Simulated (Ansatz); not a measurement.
**Ta: squeezing one contact**

The task here is to estimate one member of a computed series from the others.

Computed with Ansatz 0.2.0 (DFT LDA, with the methods named in each step, unless a step's input says otherwise).

2 further runs of the same task are left out: 2 that didn't finish.

## Starting point

It takes space group P6_3/mmc (No. 194, hexagonal). The conventional cell has a = 2.967 Å, b = 2.967 Å, c = 4.806 Å, α = 90.00°, β = 90.00°, γ = 120.00°. Ta (site symmetry -6m2) is surrounded by 12 Ta at 2.95 to 2.97 Å.

Coordinates:

```cif
data_structure
_symmetry_space_group_name_H-M 'P 1'
_symmetry_Int_Tables_number 1
_cell_length_a 2.9670
_cell_length_b 2.9670
_cell_length_c 4.8065
_cell_angle_alpha 90.000
_cell_angle_beta 90.000
_cell_angle_gamma 120.000
_cell_volume 36.64
loop_
_atom_site_label
_atom_site_type_symbol
_atom_site_fract_x
_atom_site_fract_y
_atom_site_fract_z
_atom_site_occupancy
Ta1 Ta 0.33333 0.66667 0.25000 1
Ta2 Ta 0.66667 0.33333 0.75000 1
```

Atoms are numbered in the order of the input: Ta1, Ta2.

The first run:

The input, input.yaml:

```yaml
crystal:
  lattice:
    - [2.966956471, 0.0, 0.0]
    - [-1.4834782355, 2.5694596758, 0.0]
    - [0.0, 0.0, 4.806469483]
  atoms:
    - { symbol: Ta, position: [0.3333333333, 0.6666666667, 0.25] }
    - { symbol: Ta, position: [0.6666666667, 0.3333333333, 0.75] }
kpoints:
  mp_grid: { grid: [12, 12, 6] }
scf:
  occupations: { method: fermi_dirac, width: 0.05 }
hamiltonian:
  xc: lda
  pseudopotentials: { kind: all_electron, lapw: { basis_error: 0.001 } }
output:
  forces: true
  stress: true
  eigenvalues: true
  populations: true
```

The run is started by

```bash
ansatz run input.yaml --threads 1 --pin off --max-ram 2048MiB --backend cpu --events-out ev --progress --plain --runs-dir out
```

Among the steps run: The bond as given, LAPW; Shortest bond scaled by 1, crystal datasets; Shortest bond scaled by 0.88, LAPW; Shortest bond scaled by 0.88, crystal datasets; Shortest bond scaled by 0.82, LAPW; Shortest bond scaled by 0.76, LAPW; Shortest bond scaled by 0.7, LAPW.

One table of the session follows, with a row left open; its other results are not shown here.

| method | length (Å) | force along the bond (eV/Å) | pressure (GPa) | largest force (eV/Å) |
| --- | --- | --- | --- | --- |
| LAPW | 2.066 | 10.261 | 36.83 | 10.606 |
| LAPW | 2.243 | 5.838 | 19.85 | 6.202 |
| LAPW | 2.420 | 3.546 | 7.91 | 4.113 |
| LAPW | 2.597 | 2.278 | -0.32 | 2.918 |
| LAPW | 2.951 | 0.000 | -7.40 | 0.000 |
| PAW | 2.066 | 10.349 | 37.48 | 10.699 |
| PAW | 2.243 | 5.898 | 20.32 | 6.263 |
| PAW | 2.420 | ? | ? | ? |
| PAW | 2.597 | 2.289 | -0.18 | 2.930 |
| PAW | 2.951 | 0.000 | -7.34 | 0.000 |
| PAW (partial_waves polarizable) | 2.066 | 10.348 | 37.48 | 10.698 |
| crystal datasets | 2.597 | 2.278 | -0.33 | 2.919 |
| crystal datasets | 2.951 | 0.000 | -7.40 | 0.000 |

Estimate the missing values for PAW, 2.420.

The run gave: force along the bond (eV/Å): 3.572; pressure (GPa): 8.18; largest force (eV/Å): 4.140. In the column «force along the bond (eV/Å)» it lies between LAPW, 2.420 (3.546) and LAPW, 2.243 (5.838).

Caveats from the session: Spin-orbit coupling is left out, though the cell holds Ta; in elements this heavy it can shift bands and gaps by tenths of an eV. Warnings in the runs' records: gradients without spin orbit, crystal datasets made.
